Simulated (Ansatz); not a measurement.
# C2H8FInSe: the cost of one run

Method: the settings change from run to run; program: Ansatz 0.2.0, Gaussian basis.

## Step 1: The geometry

An earlier PBE0-D4 in a triple-zeta def2 set relaxation fixed the geometry. In takes a core potential in def2 sets; no spin-orbit term is included.

SMILES `[CH3][In-]([CH3])([F])[SeH2+]`, 13 atoms, charge 0, spin multiplicity 1.

Atoms are counted from 1 here; the program's logs count them from 0.

Bond lengths: C1–In2 2.136 Å, C1–H6 1.090 Å, C1–H7 1.091 Å, C1–H8 1.091 Å, In2–C3 2.138 Å, In2–F4 2.030 Å, In2–Se5 2.994 Å, C3–H9 1.091 Å, C3–H10 1.091 Å, C3–H11 1.090 Å, Se5–H12 1.468 Å, Se5–H13 1.487 Å. Angles: In2–C1–H6 108.6°, In2–C1–H7 110.4°, In2–C1–H8 110.8°, H6–C1–H7 108.9°, H6–C1–H8 109.5°, H7–C1–H8 108.6°, C1–In2–C3 142.3°, C1–In2–F4 107.6°, C1–In2–Se5 100.9°, C3–In2–F4 107.6°, C3–In2–Se5 100.9°, F4–In2–Se5 75.0°, In2–C3–H9 110.7°, In2–C3–H10 110.8°, In2–C3–H11 108.5°, H9–C3–H10 108.5°, H9–C3–H11 108.9°, H10–C3–H11 109.5° and more.

## Step 2: r2SCANh/def2-SVP

This run has unrestricted orbitals, high accuracy, the search for lower states set to full.

in.yaml reads:

```yaml
crystal:
  periodic: [false, false, false]
  atoms:
    - {symbol: C, position_ang: [-2.073334, -0.784154, 0.697174]}
    - {symbol: In, position_ang: [-0.334028, -0.029874, -0.287365]}
    - {symbol: C, position_ang: [1.255994, -0.610387, -1.592846]}
    - {symbol: F, position_ang: [-0.529231, 1.986181, -0.418477]}
    - {symbol: Se, position_ang: [1.211194, 1.048940, 2.038648]}
    - {symbol: H, position_ang: [-2.547365, 0.033274, 1.240552]}
    - {symbol: H, position_ang: [-2.781335, -1.181223, -0.031763]}
    - {symbol: H, position_ang: [-1.809512, -1.579658, 1.394872]}
    - {symbol: H, position_ang: [0.860165, -1.041248, -2.513662]}
    - {symbol: H, position_ang: [1.899621, -1.349342, -1.113877]}
    - {symbol: H, position_ang: [1.840801, 0.275677, -1.840730]}
    - {symbol: H, position_ang: [2.452032, 1.108038, 1.256220]}
    - {symbol: H, position_ang: [0.575498, 2.088878, 1.186054]}
basis:
  gaussian: {orbitals: def2-SVP}
magnetization: {spin_polarized: true, initial_magnetization: 0}
hamiltonian: {xc: {name: r2SCANh}}
accuracy: high
scf: {lower_state_search: full}
output: {forces: true}
```

Run with:

```
$ ansatz run in.yaml --threads 4 --pin off --events-out ev --progress --plain --max-ram 11315MiB
```

**Question.** How long does this run take on 4 threads of Arm Neoverse V1, shared host, and how much memory does it need?

About 28 s, with a peak of 1.5 GiB.
